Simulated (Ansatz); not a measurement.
# HfSiO4: the cost of one run

Method: DFT PBE, scalar-relativistic, plane waves, PAW, in Ansatz 0.2.0.

## Step 1: The structure to begin with

Symmetry: I4_1/amd, No. 141, tetragonal system. The conventional cell has a = 6.572 Å, b = 6.572 Å, c = 5.963 Å, α = 90.00°, β = 90.00°, γ = 90.00°. Hf (site symmetry -4m2) has 8 O at 2.11 to 2.26 Å in its first shell of neighbours. Si (site symmetry -4m2) has 4 O at 1.62 Å in its first shell of neighbours. O (site symmetry m) is surrounded by 1 Si at 1.62 Å and 2 Hf at 2.11 to 2.26 Å.

Coordinates:

```
Hf Si O
1.0
     6.57250    0.00000    0.00000
     0.00000    6.57250    0.00000
     0.00000    0.00000   11.92640
Hf Si O
8 8 32
Direct
  0.00000 0.50000 0.12500
  0.50000 0.00000 0.37500
  0.00000 0.50000 0.62500
  0.50000 0.00000 0.87500
  0.00000 0.00000 0.00000
  0.00000 0.00000 0.50000
  0.50000 0.50000 0.25000
  0.50000 0.50000 0.75000
  0.50000 0.00000 0.12500
  0.00000 0.50000 0.37500
  0.50000 0.00000 0.62500
  0.00000 0.50000 0.87500
  0.00000 0.00000 0.25000
  0.50000 0.50000 0.00000
  0.00000 0.00000 0.75000
  0.50000 0.50000 0.50000
  0.00000 0.81550 0.15990
  0.50000 0.31550 0.40990
  0.00000 0.81550 0.65990
  0.50000 0.31550 0.90990
  0.68450 0.00000 0.03490
  0.18450 0.50000 0.28490
  0.68450 0.00000 0.53490
  0.18450 0.50000 0.78490
  0.00000 0.18450 0.15990
  0.00000 0.18450 0.65990
  0.50000 0.68450 0.40990
  0.50000 0.68450 0.90990
  0.31550 0.00000 0.03490
  0.31550 0.00000 0.53490
  0.81550 0.50000 0.28490
  0.81550 0.50000 0.78490
  0.50000 0.18450 0.21510
  0.00000 0.68450 0.46510
  0.50000 0.18450 0.71510
  0.00000 0.68450 0.96510
  0.18450 0.00000 0.34010
  0.68450 0.50000 0.09010
  0.18450 0.00000 0.84010
  0.68450 0.50000 0.59010
  0.00000 0.31550 0.46510
  0.50000 0.81550 0.21510
  0.00000 0.31550 0.96510
  0.50000 0.81550 0.71510
  0.31550 0.50000 0.09010
  0.81550 0.00000 0.34010
  0.31550 0.50000 0.59010
  0.81550 0.00000 0.84010
```

The runs take a perfect supercell of 48 atoms; the defect goes to fractional position (0.583, 0.250, 0.583).

## Step 2: The perfect supercell

input.yaml reads:

```yaml
crystal:
  lattice:
    - [6.5725, 0.0, 0.0]
    - [0.0, 6.5725, 0.0]
    - [0.0, 0.0, 11.9264]
  atoms:
    - { symbol: Hf, position: [0.0, 0.5, 0.125] }
    - { symbol: Hf, position: [0.5, 0.0, 0.375] }
    - { symbol: Hf, position: [0.0, 0.5, 0.625] }
    - { symbol: Hf, position: [0.5, 0.0, 0.875] }
    - { symbol: Hf, position: [0.0, 0.0, 0.0] }
    - { symbol: Hf, position: [0.0, 0.0, 0.5] }
    - { symbol: Hf, position: [0.5, 0.5, 0.25] }
    - { symbol: Hf, position: [0.5, 0.5, 0.75] }
    - { symbol: Si, position: [0.5, 0.0, 0.125] }
    - { symbol: Si, position: [0.0, 0.5, 0.375] }
    - { symbol: Si, position: [0.5, 0.0, 0.625] }
    - { symbol: Si, position: [0.0, 0.5, 0.875] }
    - { symbol: Si, position: [0.0, 0.0, 0.25] }
    - { symbol: Si, position: [0.5, 0.5, 0.0] }
    - { symbol: Si, position: [0.0, 0.0, 0.75] }
    - { symbol: Si, position: [0.5, 0.5, 0.5] }
    - { symbol: O, position: [0.0, 0.8155, 0.1599] }
    - { symbol: O, position: [0.5, 0.3155, 0.4099] }
    - { symbol: O, position: [0.0, 0.8155, 0.6599] }
    - { symbol: O, position: [0.5, 0.3155, 0.9099] }
    - { symbol: O, position: [0.6845, 0.0, 0.0349] }
    - { symbol: O, position: [0.1845, 0.5, 0.2849] }
    - { symbol: O, position: [0.6845, 0.0, 0.5349] }
    - { symbol: O, position: [0.1845, 0.5, 0.7849] }
    - { symbol: O, position: [0.0, 0.1845, 0.1599] }
    - { symbol: O, position: [0.0, 0.1845, 0.6599] }
    - { symbol: O, position: [0.5, 0.6845, 0.4099] }
    - { symbol: O, position: [0.5, 0.6845, 0.9099] }
    - { symbol: O, position: [0.3155, 0.0, 0.0349] }
    - { symbol: O, position: [0.3155, 0.0, 0.5349] }
    - { symbol: O, position: [0.8155, 0.5, 0.2849] }
    - { symbol: O, position: [0.8155, 0.5, 0.7849] }
    - { symbol: O, position: [0.5, 0.1845, 0.2151] }
    - { symbol: O, position: [0.0, 0.6845, 0.4651] }
    - { symbol: O, position: [0.5, 0.1845, 0.7151] }
    - { symbol: O, position: [0.0, 0.6845, 0.9651] }
    - { symbol: O, position: [0.1845, 0.0, 0.3401] }
    - { symbol: O, position: [0.6845, 0.5, 0.0901] }
    - { symbol: O, position: [0.1845, 0.0, 0.8401] }
    - { symbol: O, position: [0.6845, 0.5, 0.5901] }
    - { symbol: O, position: [0.0, 0.3155, 0.4651] }
    - { symbol: O, position: [0.5, 0.8155, 0.2151] }
    - { symbol: O, position: [0.0, 0.3155, 0.9651] }
    - { symbol: O, position: [0.5, 0.8155, 0.7151] }
    - { symbol: O, position: [0.3155, 0.5, 0.0901] }
    - { symbol: O, position: [0.8155, 0.0, 0.3401] }
    - { symbol: O, position: [0.3155, 0.5, 0.5901] }
    - { symbol: O, position: [0.8155, 0.0, 0.8401] }
basis:
  ecutwfc: 420
  fft_grid_basis: typed
kpoints:
  mp_grid: { grid: [2, 2, 1] }
hamiltonian:
  xc: pbe
  pseudopotentials: { kind: paw }
scf:
  occupations: { method: gaussian, width: 0.05 }
output:
  forces: true
  stress: false
  eigenvalues: true
  bader: false
  write_density: true
  volumetric_format: npy
```

Launch:

```bash
$ ansatz run input.yaml --threads 4 --pin off --max-ram 10240MiB --backend cpu --events-out ev --progress --plain --runs-dir out
```

What time and memory should one allow on 4 threads of Arm Neoverse N1, shared host?

About 15 s, with a peak of 2 GiB.
